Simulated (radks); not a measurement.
**Sc⁴⁺ in [Ne] 3s2 3p3 3d2: an all-electron calculation**

One table from this session's results is given with a row withheld; the runs are named, their logs left out.

Program: radks (a radial shooting solver on a logarithmic mesh, Libxc functionals) version 1. Level of theory: scalar-relativistic Kohn-Sham, BLYP, spin-polarised, spherical densities, finite nucleus; open shells are filled with parallel spins first. These are calculated values, not measurements, unless marked.

## What is computed

| Item | Value |
| --- | --- |
| element | scandium (Z = 21) |
| charge | +4 |
| electrons | 17 |
| configuration | [Ne] 3s2 3p3 3d2 |
| nuclear rms radius | 3.5459 fm |

The outer shells:

Sc⁴⁺
```
[Ne] core
3s [↑↓]
3p [↑ ][↑ ][↑ ]
3d [↑ ][↑ ][  ][  ][  ]
```

The first run:

Input:

```text
Z 21
configuration [Ne] 3s2 3p3 3d2
relativity scalar-relativistic
functional b88,lyp
spin polarised
nucleus finite rms 3.5459 fm
c 137.035999084
```

One of the session's tables, all rows but one given; the rest of the session is left out.

It belongs to the step «Shells». Sizes of the orbitals, from the radial functions (bohr):

| level | <r> | outermost maximum (interpolated) | 90 % within | nodes |
| --- | --- | --- | --- | --- |
| 1s up | 0.07303 | 0.0478 | 0.130 | 0 |
| 1s down | 0.07302 | 0.0478 | 0.130 | 0 |
| 2s up | 0.3431 | 0.283 | 0.534 | 1 |
| 2s down | 0.3425 | 0.283 | 0.532 | 1 |
| 2p up | 0.3068 | 0.231 | 0.505 | 0 |
| 2p down | 0.3063 | 0.232 | 0.504 | 0 |
| 3s up | 1.024 | 0.906 | 1.52 | 2 |
| 3s down | 1.037 | 0.908 | 1.54 | 2 |
| 3p up | ? | ? | ? | ? |
| 3p down | 1.099 | 0.937 | 1.68 | 1 |
| 3d up | 1.186 | 0.932 | 1.90 | 0 |
| 3d down | 1.253 | 0.948 | 2.04 | 0 |

Q: Estimate the row for 3p up from the others.

**Answer.** <r>: 1.076; outermost maximum (interpolated): 0.932; 90 % within: 1.63; nodes: 1. In the column «<r>» it lies between 3s down (1.037) and 3p down (1.099).
